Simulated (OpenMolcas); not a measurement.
# Ir⁴⁺ among point charges: CASSCF and CASPT2 levels and susceptibility

Aim: the splitting of the states of Ir⁴⁺ in the field of 6 point charges, its lowest levels with spin-orbit coupling and its magnetic susceptibility.

Method: state-averaged CASSCF and CASPT2, spin-orbit coupling by RASSI with atomic mean-field integrals. Code: OpenMolcas 26.06.

## (1) The system

* Species: Ir⁴⁺ (iridium, Z = 77, 73 electrons)
* Basis: ANO-RCC-VDZP [7s6p4d2f], 59 functions
* Scalar Hamiltonian: DKH2, point nucleus
* Inactive shells: 1s 2s 2p 3s 3p 3d 4s 4p 4d 4f 5s 5p
* Active space: 5 electrons in 5 orbitals (5d)
* Some configurations of this space: 5d5
* Orbitals: optimised for each spin and parity, averaged over all roots

The outer shells:

5d5
```
5d [↑ ][↑ ][↑ ][↑ ][↑ ]
```

The ion sits among 6 point charges of -1 e arranged as a tetragonal octahedron (D4h), 1.86 Å from the ion, with the axial distance 2.176 Å.

Each step is its own input file, run in one work folder so that later steps find the files of earlier ones. Labels, J, g values, rates, χT and fits are worked out afterwards by a script from the matrices that RASSI stores. The input lists half of the charges; inversion (Group=XYZ) makes the rest.

## (2) Basis and integrals

Input file a.inp:

```
&GATEWAY
Coord
1

Ir 0.0 0.0 0.0
Basis=ANO-RCC-VDZP
Group=XYZ
NoMove
AngMom=0.0 0.0 0.0
AMFI
XField
3 Angstrom 0
1.860000 0.000000 0.000000 -1.000000
0.000000 1.860000 0.000000 -1.000000
0.000000 0.000000 2.176200 -1.000000
&SEWARD
```

Started as:

```bash
$ OMP_NUM_THREADS=1 MOLCAS_MEM=1689 MOLCAS_PROJECT=a pymolcas a.inp > a.log
```

## (3) CASSCF: sextets of even parity, 1 root

Input file a.inp:

```
&RASSCF
FileOrb=start.orb
Symmetry=1
Spin=6
nActEl=5 0 0
Inactive=15 19
Ras2=5 0
CIRoot=1 1 1
SDav=1
CIMx=300
Iter=120 100
PrWF=0.3
OrbListing=Nothing
MaxOrb=0
>>> COPY $Project.JobIph JOB001
```

start.orb holds the contracted functions of the basis, ordered by shell, or the orbitals of the step before.

## (4) Reference wave functions, quartets of even parity, 24 roots

Input file a.inp:

```
&RASSCF
FileOrb=start.orb
Symmetry=1
Spin=4
nActEl=5 0 0
Inactive=15 19
Ras2=5 0
CIRoot=24 24 1
SDav=24
CIMx=300
Iter=120 100
PrWF=0.3
OrbListing=Nothing
MaxOrb=0
>>> COPY $Project.JobIph JOB002
```

## (5) CASSCF: doublets of even parity, 75 roots

Input file a.inp:

```
&RASSCF
FileOrb=start.orb
Symmetry=1
Spin=2
nActEl=5 0 0
Inactive=15 19
Ras2=5 0
CIRoot=75 75 1
SDav=75
CIMx=300
Iter=120 100
PrWF=0.3
OrbListing=Nothing
MaxOrb=0
>>> COPY $Project.JobIph JOB003
```

## (6) RASSI: spin-orbit coupling between the states

Input file a.inp:

```
&RASSI
NrOfJobIphs=3 1 24 75
1
1 2 3 4 5 6 7 8 9 10 11 12 13 14 15 16 17 18 19 20 21 22 23 24
1 2 3 4 5 6 7 8 9 10 11 12 13 14 15 16 17 18 19 20 21 22 23 24 25 26 27
28 29 30 31 32 33 34 35 36 37 38 39 40 41 42 43 44 45 46 47 48 49 50 51
52 53 54 55 56 57 58 59 60 61 62 63 64 65 66 67 68 69 70 71 72 73 74 75
IphNames
JOB001
JOB002
JOB003
EJob
SpinOrbit
DIPRint=1.0
SOCoupling=1000.0
Subsets=2
Property=9
'ANGMOM' 1 'ANGMOM' 2 'ANGMOM' 3 'MLTPL  1' 1 'MLTPL  1' 2 'MLTPL  1' 3
'AMFI' 1 'AMFI' 2 'AMFI' 3
SOProperty=3
'ANGMOM' 1 'ANGMOM' 2 'ANGMOM' 3
```

## (7) CASPT2: IPEA 0.25, imaginary shift 0.1 (closed shells correlated: 5s 5p)

Input file a.inp:

```
>>> COPY JOB001 $Project.JobIph
&CASPT2
Multistate=1 1
Frozen=14 16
IPEA=0.25
Imaginary=0.1
MaxIter=60
WThr=0.0 0.3 0.05
PrWF=0.5
NoMix
>>> COPY JOB002 $Project.JobIph
&CASPT2
Multistate=24 1 2 3 4 5 6 7 8 9 10 11 12 13 14 15 16 17 18 19 20 21 22
23 24
NoMult
Frozen=14 16
IPEA=0.25
Imaginary=0.1
MaxIter=60
WThr=0.0 0.3 0.05
PrWF=0.5
NoMix
>>> COPY JOB003 $Project.JobIph
&CASPT2
Multistate=75 1 2 3 4 5 6 7 8 9 10 11 12 13 14 15 16 17 18 19 20 21 22
23 24 25 26 27 28 29 30 31 32 33 34 35 36 37 38 39 40 41 42 43 44 45 46
47 48 49 50 51 52 53 54 55 56 57 58 59 60 61 62 63 64 65 66 67 68 69 70
71 72 73 74 75
NoMult
Frozen=14 16
IPEA=0.25
Imaginary=0.1
MaxIter=60
WThr=0.0 0.3 0.05
PrWF=0.5
NoMix
```

(Steps that only read results are left out.)

What does the calculation give? Wanted: spin-free ground state; lowest level; next level.

As calculated:

```
                 quantity                                                                        value
                   method  SS-CASPT2, IPEA 0.25, imaginary shift 0.1 (closed shells correlated: 5s 5p)
   spin-free ground state                                              6A1, 1-fold in its orbital part
             lowest level                                            2-fold E1/2, g = 1.93, 5.77, 5.77
               next level                                                                    16.0 cm⁻¹
              χT at 300 K                                                               3.93 cm³ K/mol
effective moment at 300 K                                                                      5.61 μB
```

Cost by method:

```tsv
method	time of its own steps	time with the reference
A. CASSCF	26 s	26 s
B. SS-CASPT2, IPEA 0.25, imaginary shift 0.1, +5s 5p	8.5 s	35 s
```

Times are of one thread on a shared host.

**Reading.** The spin-free ground state (6A1) comes to 100 % from free-ion S terms and keeps the highest spin of the shell. χT at 300 K is 3.93, against 4.39 cm³ K/mol for the spin alone, so spin-orbit coupling lowers it. An active space of the d shell alone favours high spin; real ions in strong fields can be low spin. The field of point charges can differ much from that of real complexes. With metal d orbitals alone active, the gaps between spin states are rough; where two lie within a few thousand cm-1, their order is open. Point charges carry no covalency, so the field is a model and not that of real ligands.
